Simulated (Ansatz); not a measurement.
# C2H7FSSi: the cost of one run

Program: Ansatz 0.2.0, driven from Python. The levels of theory stand in the script. These are calculated values, not measurements.

## (1) The structure

Bond lengths: C1–Si2 1.776 Å, Si2–S3 2.136 Å, S3–C4 1.713 Å, C4–F5 1.414 Å, C1–H6 1.146 Å, C1–H7 1.091 Å, C1–H8 1.138 Å, Si2–H9 1.519 Å, Si2–H10 1.496 Å, C4–H11 1.143 Å, C4–H12 1.066 Å. Angles (14 of 19 angles, heavy atoms first): C1–Si2–S3 108.7°, Si2–S3–C4 104.3°, S3–C4–F5 110.2°, C1–Si2–H9 110.6°, C1–Si2–H10 112.2°, S3–Si2–H9 110.0°, S3–Si2–H10 108.4°, Si2–C1–H6 113.5°, Si2–C1–H7 114.4°, Si2–C1–H8 114.0°, S3–C4–H11 114.3°, S3–C4–H12 114.2°, F5–C4–H11 103.5°, F5–C4–H12 105.5°.

The script holds or builds the structure itself.

## (2) The script

methods_c2h7fssi.py reads:

```python
# -*- coding: utf-8 -*-
"""C2H7FSSi at several levels of theory."""

from pathlib import Path

import ansatz
from ase import Atoms
import numpy as np

BASIS = "def2-SVP"


def main():
    atoms = Atoms(["C", "Si", "S", "C", "F", "H", "H", "H", "H", "H", "H", "H"], positions=[
        (-0.5673, 1.6378, 0.0817),
        (0.5767, 0.5527, 0.8985),
        (1.4353, -0.7579, -0.5532),
        (0.2193, -1.9319, -0.8339),
        (-0.9553, -1.3107, -1.3173),
        (-1.0596, 2.3962, 0.7858),
        (-1.4088, 1.131, -0.3935),
        (-0.0918, 2.2951, -0.7166),
        (1.6694, 1.3498, 1.5899),
        (-0.0848, -0.2783, 1.9525),
        (-0.1343, -2.4766, 0.1064),
        (0.4782, -2.6623, -1.5663),
    ])
    molecule = ansatz.Crystal.molecule_from_ase(atoms)

    calc = molecule.calculation().basis(gaussian=BASIS)

    print("functional    E (Ha)        dipole (D)   HOMO (eV)  LUMO (eV)")
    for name in ["hse06", "lda", "hf", "revpbe", "r2scan", "r2scan0"]:
        summary = calc.functional(name).forces().orbitals().run(runs_dir="runs").report
        lines = Path(summary["orbitals_path"]).read_text().splitlines()
        field_of = lambda key: [line.split("=")[1].strip() for line in lines if line.startswith(key)]
        orbitals = [(27.211386 * float(e), s, float(n)) for e, s, n in zip(field_of("Ene="), field_of("Spin="), field_of("Occup="))]
        homo = max(e for e, _, n in orbitals if n > 0.5)
        lumo = min(e for e, _, n in orbitals if n < 0.5)
        dipole = 4.803205 * np.linalg.norm(summary["charge_distribution"]["dipole_moment_e_ang"])
        print(f"{name:10s} {summary['free_energy_ev'] / 27.211386246:14.6f} {dipole:9.3f} {homo:11.3f} {lumo:10.3f}")


if __name__ == "__main__":
    main()
```

## (3) What the engine is handed

The engine receives this input (first run):

```yaml
crystal:
  periodic: [false, false, false]
  atoms:
    - { symbol: C, position_ang: [-0.5673, 1.6378, 0.0817] }
    - { symbol: Si, position_ang: [0.5767, 0.5527, 0.8985] }
    - { symbol: S, position_ang: [1.4353, -0.7579, -0.5532] }
    - { symbol: C, position_ang: [0.2193, -1.9319, -0.8339] }
    - { symbol: F, position_ang: [-0.9553, -1.3107, -1.3173] }
    - { symbol: H, position_ang: [-1.0596, 2.3962, 0.7858] }
    - { symbol: H, position_ang: [-1.4088, 1.131, -0.3935] }
    - { symbol: H, position_ang: [-0.0918, 2.2951, -0.7166] }
    - { symbol: H, position_ang: [1.6694, 1.3498, 1.5899] }
    - { symbol: H, position_ang: [-0.0848, -0.2783, 1.9525] }
    - { symbol: H, position_ang: [-0.1343, -2.4766, 0.1064] }
    - { symbol: H, position_ang: [0.4782, -2.6623, -1.5663] }
basis:
  gaussian:
    orbitals: def2-SVP
hamiltonian:
  xc: hse06
output:
  orbitals: {}
  forces: true
```

## (4) Launch

Started as:

```
> python methods_c2h7fssi.py
```

Q: Estimate wall time and peak memory on 1 thread of Arm Neoverse V2, shared host.

About 28 s, with a peak of 0.33 GiB.
